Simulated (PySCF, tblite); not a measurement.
# C3H12B2N2: geometry, infrared bands and NMR shifts

Wanted: the infrared bands and NMR shifts of C3H12B2N2 (`C=C[B@@H-]1[NH2+][BH2-][N@H+]1C`), by calculation.

Computed with tblite 0.8.0 and PySCF 2.14.0, with density-fitted response routines of our own, on a single molecule in the gas phase. Atoms count from 0, in the outputs and in this text.

### Step 1. The molecule as given

19 atoms, charge 0, multiplicity 1; geometry from: force field or distance geometry start.

Bonds of the start (Å): C0–C1 1.34, C1–B2 1.54, B2–N3 1.52, N3–B4 1.53, B4–N5 1.54, N5–C6 1.43, N5–B2 1.53, C0–H7 1.10, C0–H8 1.08, C1–H9 1.09, B2–H10 1.17, N3–H11 1.03, N3–H12 1.04, B4–H13 1.19, B4–H14 1.19, N5–H15 1.07, C6–H16 1.10, C6–H17 1.10, C6–H18 1.12.

### Step 2. Relaxing the molecule with GFN2-xTB

The job: settings as JSON, then the geometry in Å.

```
{"job": {"kind": "relax", "xc": "GFN2-xTB", "basis": "xTB"}, "charge": 0, "multiplicity": 1}
C      2.641700    -0.688800     0.036700
C      1.748600     0.306700     0.161800
B      0.362000     0.309800    -0.514200
N     -0.371300     1.618700    -0.255600
B     -1.315200     0.846100     0.668200
N     -0.648600    -0.491400     0.314900
C     -1.464400    -1.408400    -0.426000
H      3.615800    -0.632900     0.554700
H      2.428100    -1.553900    -0.565100
H      2.029100     1.142600     0.801000
H      0.406100     0.048800    -1.654700
H     -0.851200     2.051800    -1.060200
H      0.222300     2.286100     0.271600
H     -2.445800     0.922300     0.306700
H     -1.118400     1.100600     1.813000
H     -0.220100    -0.919000     1.203100
H     -2.275200    -0.816500    -0.871500
H     -0.865100    -1.997200    -1.130400
H     -1.888300    -2.116100     0.338800
```

The run is started by

```console
$ OMP_NUM_THREADS=1 python probes_run.py task.json out
```

This one command runs all jobs of the session in turn.

**Question.** This job is followed by: GFN2-xTB harmonic vibrations, gas phase; GIAO PBE0/pcSseg-1 NMR shielding, non-relativistic, gas phase. Predict these results of the whole session: strongest single infrared mode (GFN2-xTB); zero-point energy (GFN2-xTB); 13C shifts against TMS (PBE0/pcSseg-1); 1H shifts against TMS (PBE0/pcSseg-1, means over atoms taken as alike); 11B shifts against BF3·OEt2 (PBE0/pcSseg-1); 15N shifts against NH3 (PBE0/pcSseg-1).

As calculated:

| quantity | value |
| --- | --- |
| strongest single infrared mode (GFN2-xTB) | 2479 cm⁻¹, 227 km/mol |
| zero-point energy (GFN2-xTB) | 101.3 kcal/mol |
| 13C shifts against TMS (PBE0/pcSseg-1) | 160.1, 122.7, 40.8 ppm |
| 1H shifts against TMS (PBE0/pcSseg-1, means over atoms taken as alike) | 6.70, 5.73, 5.34, 3.41, 3.17, 3.01, 2.59, 1.88, 1.64, 1.38 ppm |
| 11B shifts against BF3·OEt2 (PBE0/pcSseg-1) | -9.2, -13.2 ppm |
| 15N shifts against NH3 (PBE0/pcSseg-1) | 35.6, 28.9 ppm |

In words: Relaxing lowered the energy by 0.636 eV in 160 steps; the close pair that moved most is B2–N3, from 1.522 to 1.591 Å. No mode is imaginary among the 51: a minimum at this level. The strongest single mode, at 2479 cm⁻¹, moves mainly H14. Unscaled tight-binding wavenumbers are off by several per cent, some by more. Its intensities can rank the bands wrongly. C1 (alkene CH) lies farthest downfield among carbon, at 160.1 ppm; an sp2 carbon of a C=C bond. The most deshielded hydrogen is H9 (hydrogen on an alkene CH), at 6.70 ppm: olefinic region. At PBE0/pcSseg-1: The largest span, 270 ppm, is at C1, where the paramagnetic term is -233 ppm.
